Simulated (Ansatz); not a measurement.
# Nb2CuTe4: the cost of one run

Computed with Ansatz 0.2.0 (DFT PBEsol, scalar-relativistic, plane waves, PAW, unless a step's input says otherwise).

**1. The structure to begin with**

Symmetry: Pm, No. 6, monoclinic system. The conventional cell has a = 6.768 Å, b = 3.684 Å, c = 7.343 Å, α = 90.00°, β = 107.28°, γ = 90.00°. Nb (site symmetry m) has 6 Te at 2.78 to 3.00 Å and 1 Cu at 3.02 Å and 2 Nb at 3.10 Å as nearest neighbours. Nb (site symmetry m) has 6 Te at 2.75 to 2.96 Å and 2 Nb at 3.10 Å as nearest neighbours. Cu (site symmetry m) is surrounded by 4 Te at 2.58 to 2.62 Å. Te (site symmetry m) has 1 Cu at 2.61 Å and 3 Nb at 2.77 to 2.81 Å as nearest neighbours. Te (site symmetry m) is surrounded by 3 Nb at 2.75 to 2.78 Å. Around Te (site symmetry m) lie 1 Cu at 2.58 Å and 3 Nb at 2.91 to 3.00 Å. Around Te (site symmetry m) lie 2 Cu at 2.62 Å and 3 Nb at 2.90 to 2.96 Å.

Structure file:

```cif
data_structure
_symmetry_space_group_name_H-M 'Pm'
_symmetry_Int_Tables_number 6
_cell_length_a 6.7681
_cell_length_b 3.6838
_cell_length_c 7.3433
_cell_angle_alpha 90.000
_cell_angle_beta 107.283
_cell_angle_gamma 90.000
_cell_volume 174.82
loop_
_atom_site_label
_atom_site_type_symbol
_atom_site_symmetry_multiplicity
_atom_site_Wyckoff_symbol
_atom_site_fract_x
_atom_site_fract_y
_atom_site_fract_z
_atom_site_occupancy
Nb1 Nb 1 a 0.18379 0.00000 0.99510 1
Nb2 Nb 1 b 0.81866 0.50000 0.00548 1
Cu1 Cu 1 a 0.40000 0.00000 0.41916 1
Te1 Te 1 a 0.99609 0.00000 0.28850 1
Te2 Te 1 b 0.99682 0.50000 0.71400 1
Te3 Te 1 a 0.50370 0.00000 0.78691 1
Te4 Te 1 b 0.49914 0.50000 0.20714 1
```

Source of the structure: the Materials Project (structure only).

(A quick probe on a coarse mesh, which set the mesh and smearing, is not shown.)

**3. The relaxation**

File input.yaml:

```yaml
crystal:
  lattice:
    - [6.768114, 0.0, 0.0]
    - [0.0, 3.683837, 0.0]
    - [-2.181678, 0.0, 7.011772]
  atoms:
    - { symbol: Nb, position: [0.183788, 0.0, 0.995101] }
    - { symbol: Nb, position: [0.818657, 0.5, 0.005484] }
    - { symbol: Cu, position: [0.400005, 0.0, 0.419164] }
    - { symbol: Te, position: [0.996087, 0.0, 0.288503] }
    - { symbol: Te, position: [0.996824, 0.5, 0.713999] }
    - { symbol: Te, position: [0.503695, 0.0, 0.786913] }
    - { symbol: Te, position: [0.499144, 0.5, 0.207136] }
basis:
  ecutwfc: 420
kpoints:
  mp_grid: { grid: [6, 10, 6] }
hamiltonian:
  xc: pbesol
scf:
  occupations: { method: gaussian, width: 0.1 }
output:
  forces: true
  stress: true
  eigenvalues: true
relax:
  adjacent_minimum: "off"
  f_tol: 0.01
  max_steps: 80
  cell: { stress_tol: 0.05 }
```

The run is started by

```console
> ansatz run input.yaml --threads 4 --pin off --max-ram 9216MiB --backend cpu --events-out ev --progress --plain --runs-dir out
```

**Question.** How long does this run take on 4 threads of Arm Neoverse V1, shared host, and how much memory does it need?

About 6 min, with a peak of 1.3 GiB.
